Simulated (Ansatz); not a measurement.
# AsBFH₃: basis-set convergence

Aim: see how fast density functionals converge with the basis set for AsBFH₃.

The runs use Ansatz 0.2.0, Gaussian basis; one geometry, several basis sets.

Levels to be run: PBE0-D4/def2-SVP; ωB97M-V/def2-SVP; PBE0-D4/def2-QZVPP; ωB97M-V/def2-QZVPP; the functionals' def2-TZVPP values are taken from earlier runs.

**1. The geometry**

An earlier PBE0-D4 in a triple-zeta def2 set relaxation fixed the geometry.

SMILES `FB[AsH2]`, 6 atoms, charge 0, spin multiplicity 1.

Atoms are counted from 1 here; the program's logs count them from 0.

Bond lengths: F1–B2 1.319 Å, B2–As3 2.029 Å, B2–H4 1.199 Å, As3–H5 1.517 Å, As3–H6 1.517 Å. Angles: F1–B2–As3 120.0°, F1–B2–H4 117.7°, As3–B2–H4 122.1°, B2–As3–H5 93.9°, B2–As3–H6 95.7°, H5–As3–H6 95.3°.

**2. PBE0-D4 in def2-SVP**

Input file in.yaml:

```yaml
crystal:
  periodic: [false, false, false]
  atoms:
    - {symbol: F, position_ang: [-1.860991, -0.268242, 0.256031]}
    - {symbol: B, position_ang: [-0.693083, -0.481899, -0.319535]}
    - {symbol: As, position_ang: [0.750095, 0.941733, -0.243930]}
    - {symbol: H, position_ang: [-0.563869, -1.486983, -0.961191]}
    - {symbol: H, position_ang: [1.865610, -0.055557, 0.003648]}
    - {symbol: H, position_ang: [0.544339, 1.286950, 1.218676]}
basis:
  gaussian: {orbitals: def2-SVP}
hamiltonian: {xc: pbe0, dispersion: d4}
output: {orbitals: {seedname: orbitals}}
```

Run with:

```
$ ansatz run in.yaml --threads 2 --pin off --events-out ev --progress --plain --max-ram 4352MiB
```

The runs that follow: ωB97M-V in def2-SVP; PBE0-D4 in def2-QZVPP; ωB97M-V in def2-QZVPP.

**Question.** What will the summary of the whole plan be? Wanted: PBE0-D4: double and triple zeta above quadruple; ωB97M-V: double and triple zeta above quadruple.

**Answer**, as computed:

```
                                       quantity           value
PBE0-D4: double and triple zeta above quadruple  13.12, 1.50 eV
ωB97M-V: double and triple zeta above quadruple  13.17, 1.45 eV
```

In words: For PBE0-D4 the step from double to triple zeta gains 11.62 eV and the next only 1.50 eV. Total energies overstate the basis error of differences, where much of it tends to cancel.
